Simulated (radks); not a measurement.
# Zn in [Ar] 3d10 4s2: an all-electron calculation

One table from this session's results is given with a row withheld; the runs are named, their logs left out.

Method: scalar-relativistic Kohn-Sham, RPBE, spin-polarised, spherical densities, finite nucleus. Code: radks (a radial shooting solver on a logarithmic mesh, Libxc functionals) version 1.

## Starting point

| Quantity | Value |
| --- | --- |
| element | zinc (Z = 30) |
| charge | 0 |
| electrons | 30 |
| configuration | [Ar] 3d10 4s2 |
| nuclear rms radius | 3.9283 fm |

Outer shells as boxes (Hund's rule):

Zn
```
[Ar] core
3d [↑↓][↑↓][↑↓][↑↓][↑↓]
4s [↑↓]
```

The first run:

The run's settings:

```text
Z 30
configuration [Ar] 3d10 4s2 4p0 5s0
relativity scalar-relativistic
functional rpbe,pbe
spin polarised
nucleus finite rms 3.9283 fm
c 137.035999084
```

On the command line:

```
> python run_ks.py task.json out
```

All runs below come from this command, one after another.

Among the steps run: Self-consistent calculation.

One of the session's tables, all rows but one given; the rest of the session is left out.

It belongs to the step «Radial structure». Sizes of the orbitals, from the radial functions (bohr):

```
level      <r>  outermost maximum (interpolated)  90 % within  nodes
   1s  0.05030                            0.0329       0.0899      0
   2s   0.2261                             0.189        0.350      1
   2p   0.1983                             0.152        0.324      0
   3s        ?                                 ?            ?      ?
   3p   0.7132                             0.592         1.10      1
   3d   0.9108                             0.567         1.61      0
   4s    2.670                              2.10         4.16      3
   4p    4.474                              3.12         7.33      2
```

Q: Estimate the row for 3s from the others.

The run gave: <r>: 0.6808; outermost maximum (interpolated): 0.588; 90 % within: 1.02; nodes: 2. In the column «<r>» it lies between 2s (0.2261) and 3p (0.7132).
